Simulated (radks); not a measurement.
# Nuclear size and the levels of Al⁺

An exercise on one series of results from a longer session: the logs are not shown, and one member is left open.

The numbers are computed with radks (a radial shooting solver on a logarithmic mesh, Libxc functionals) version 1 (Dirac Kohn-Sham, LDA (Slater exchange, Perdew-Wang correlation), spin-unpolarised, spherical densities, finite nucleus), except any that are marked as measured or tabulated.

### The atom as given

```
element            : aluminium (Z = 13)
charge             : +1
electrons          : 12
configuration      : [Ne] 3s2
nuclear rms radius : 3.061 fm
```

Outer shells as boxes (Hund's rule):

Al⁺
```
[Ne] core
3s [↑↓]
```

The first run:

Settings of this run:

```text
Z 13
configuration [Ne] 3s2 3p0 4s0
relativity Dirac
functional lda,pw
spin unpolarised
j_filling average
nucleus finite rms 3.061 fm
c 137.035999084
```

Steps of the session up to this table: rms radius 3.061 fm.

One of the session's tables, all rows but one given; the rest of the session is left out.

It belongs to the step «rms radius 3.061 fm». Sizes of the orbitals, from the radial functions (bohr):

| level | <r> | outermost maximum (interpolated) | 90 % within | nodes |
| --- | --- | --- | --- | --- |
| 1s1/2 | 0.1206 | 0.0786 | 0.216 | 0 |
| 2s1/2 | 0.6287 | 0.498 | 0.996 | 1 |
| 2p1/2 | 0.6025 | 0.426 | 1.02 | 0 |
| 2p3/2 | 0.6047 | 0.428 | 1.02 | 0 |
| 3s1/2 | ? | ? | ? | ? |
| 3p1/2 | 2.878 | 2.39 | 4.42 | 1 |
| 3p3/2 | 2.884 | 2.40 | 4.43 | 1 |
| 4s1/2 | 6.191 | 5.60 | 9.06 | 3 |

Estimate the missing values for 3s1/2.

**Answer.** <r>: 2.368; outermost maximum (interpolated): 2.00; 90 % within: 3.58; nodes: 2. In the column «<r>» it lies between 2s1/2 (0.6287) and 3p1/2 (2.878).
